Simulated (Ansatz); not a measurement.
**SiGeH+ (triplet): wave-function methods side by side, cc-pVDZ**

How much of the correlation energy of SiGeH+ (triplet) does each wave-function method recover here?

Program: Ansatz 0.2.0, Gaussian basis. Level of theory: cc-pVDZ, core rule «outside noble gas», up to 19 orbitals frozen. These are calculated values, not measurements.

Plan: UHF; CCSD(T) on ROHF; CCSD(T) on UHF; BCCD(T) on ROHF; CISD; CCSDT(Q) on ROHF; CCSDT(Q) on UHF; CCSDTQ on ROHF; CCSDTQ on UHF; CASSCF and MRCISD+Q, 8 electrons in 9 orbitals; CASSCF and MRCISD+Q(relaxed), 8 electrons in 9 orbitals; CASSCF and NEVPT2, 8 electrons in 9 orbitals.

3 further runs of the same task are left out: 3 set aside as unsound or not needed.

## (1) What is computed

The geometry is a PBE0/def2-TZVP stationary point (not a proven minimum) of the parent state, kept for this charge and spin. No spin-orbit coupling is included. The filled d shell of Ge may be among the frozen orbitals whatever the setting's name suggests; the logs give the count.

3 atoms, charge 1, spin multiplicity 3.

Atoms are counted from 1 here; the program's logs count them from 0.

Bond lengths: Si1–Ge2 2.394 Å, Ge2–H3 1.592 Å. Angles: Si1–Ge2–H3 106.5°.

## (2) UHF

The input, in.yaml:

```yaml
crystal:
  periodic: [false, false, false]
  atoms:
    - {symbol: Si, position_ang: [0.000000, 0.040626, 1.737197]}
    - {symbol: Ge, position_ang: [0.000000, -0.036181, -0.655626]}
    - {symbol: H, position_ang: [0.000000, 1.475453, -1.156210]}
basis:
  gaussian: {orbitals: cc-pVDZ}
total_charge: 1
magnetization: {spin_polarized: true, initial_magnetization: 2}
hamiltonian: {xc: hf}
output: {orbitals: {seedname: orbitals}}
```

Command:

```console
$ ansatz run in.yaml --threads 1 --pin off --events-out ev --progress --plain --max-ram 4096MiB --backend cpu
```

The runs that follow: CCSD(T) on ROHF; CCSD(T) on UHF; BCCD(T) on ROHF; CISD; CCSDT(Q) on ROHF; CCSDT(Q) on UHF; CCSDTQ on ROHF; CCSDTQ on UHF; CASSCF and MRCISD+Q, 8 electrons in 9 orbitals; CASSCF and MRCISD+Q(relaxed), 8 electrons in 9 orbitals; CASSCF and NEVPT2, 8 electrons in 9 orbitals.

Q: Predict the results of all the runs planned. Wanted: UCCSDTQ below the RHF energy; RMP2 from UCCSDTQ; UMP2 from UCCSDTQ; RCCSD from UCCSDTQ; RCCSD(T) from UCCSDTQ; UCCSD(T) from UCCSDTQ; RCCSDT(Q) from UCCSDTQ; UCCSDT(Q) from UCCSDTQ; NEVPT2 valence from UCCSDTQ.

The runs gave:

```
                              quantity                                                                                       value
          UCCSDTQ below the RHF energy                                                                                  -4.6486 eV
                     RMP2 from UCCSDTQ                                                                             +29.03 kcal/mol
                     UMP2 from UCCSDTQ                                                                             +30.58 kcal/mol
                    RCCSD from UCCSDTQ                                                                              +6.10 kcal/mol
                 RCCSD(T) from UCCSDTQ                                                                              +1.72 kcal/mol
                 UCCSD(T) from UCCSDTQ                                                                              +1.71 kcal/mol
                RCCSDT(Q) from UCCSDTQ                                                                              +0.10 kcal/mol
                UCCSDT(Q) from UCCSDTQ                                                                               0.00 kcal/mol
           NEVPT2 valence from UCCSDTQ                                                                             +14.61 kcal/mol
         MRCISD+Q valence from UCCSDTQ                                                                              -0.03 kcal/mol
MRCISD+Q(relaxed) valence from UCCSDTQ                                                                              -0.64 kcal/mol
     levels within 1 kcal/mol (43 meV)  RCCSDT, UCCSDT, RCCSDT(Q), UCCSDT(Q), RCCSDTQ, MRCISD+Q valence, MRCISD+Q(relaxed) valence
                         T1 diagnostic                                                                                       0.057
        effectively unpaired electrons                                                                                        2.09
```

**Reading.** RCCSD(T) misses by +1.72 kcal/mol, 1.6 % of the correlation energy. The occupations are near whole numbers, but T1 = 0.057 shows that the orbitals relax strongly. Of the multireference levels listed MRCISD+Q valence comes nearest in total energy (-0.03 kcal/mol), which doesn't show that its space is the better one. These misses are within one basis, not against nature; the frozen cores of restricted and unrestricted runs differ, which can shift their rows.
